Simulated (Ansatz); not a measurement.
# GdFe3Cu: the cost of one run

Program: Ansatz 0.2.0. Level of theory: reference: DFT PBE, plane waves, PAW, scalar-relativistic, collinear spin. These are calculated values, not measurements.

## Step 1: Starting point

It takes space group I4mm (No. 107, tetragonal). Conventional cell: a = 3.863 Å, b = 3.863 Å, c = 9.878 Å, α = 90.00°, β = 90.00°, γ = 90.00°. Around Gd (site symmetry 4mm) lie 4 Cu at 2.91 Å and 12 Fe at 2.98 to 3.14 Å. Around Cu (site symmetry 4mm) lie 5 Fe at 2.19 to 2.42 Å. Fe (site symmetry 2mm) is surrounded by 2 Fe at 2.32 Å and 2 Cu at 2.42 Å. Fe (site symmetry 4mm) is surrounded by 1 Cu at 2.19 Å and 4 Fe at 2.32 Å.

Coordinates:

```
CELL_PARAMETERS angstrom
0.00000 3.86279 0.00000
3.86279 0.00000 0.00000
1.93140 1.93140 -4.93878
ATOMIC_POSITIONS crystal
Gd 0.11609 0.11609 0.76782
Cu 0.51410 0.51410 0.97180
Fe 0.86627 0.36627 0.26746
Fe 0.36627 0.86627 0.26746
Fe 0.73590 0.73590 0.52820
```

## Step 2: Baseline

The input, input.yaml:

```yaml
crystal:
  lattice:
    - [0.0, 3.86279437, 0.0]
    - [3.86279437, 0.0, 0.0]
    - [1.93139718, 1.93139718, -4.93877759]
  atoms:
    - { symbol: Gd, position: [0.11609, 0.11609, 0.76782], spin: -7.1 }
    - { symbol: Cu, position: [0.5141, 0.5141, 0.9718] }
    - { symbol: Fe, position: [0.86627, 0.36627, 0.26746], spin: 2.3 }
    - { symbol: Fe, position: [0.36627, 0.86627, 0.26746], spin: 2.3 }
    - { symbol: Fe, position: [0.7359, 0.7359, 0.5282], spin: 1.9 }
kpoints:
  mp_grid: { grid: [5, 5, 5], shift: [0, 0, 0] }
magnetization:
  spin_polarized: true
scf:
  occupations: { method: fermi_dirac }
hamiltonian:
  pseudopotentials: { kind: paw }
  xc: pbe
basis:
  ecutwfc: 420
output:
  forces: true
  stress: true
  eigenvalues: true
```

On the command line:

```sh
> ansatz run input.yaml --threads 1 --pin off --max-ram 2560MiB --backend cpu --events-out ev --progress --plain --runs-dir out
```

**Question.** How long does this run take on 1 thread of Intel Xeon Platinum 8375C at 2.90GHz (Ice Lake), shared host, and how much memory does it need?

About 46 s, with a peak of 0.52 GiB.
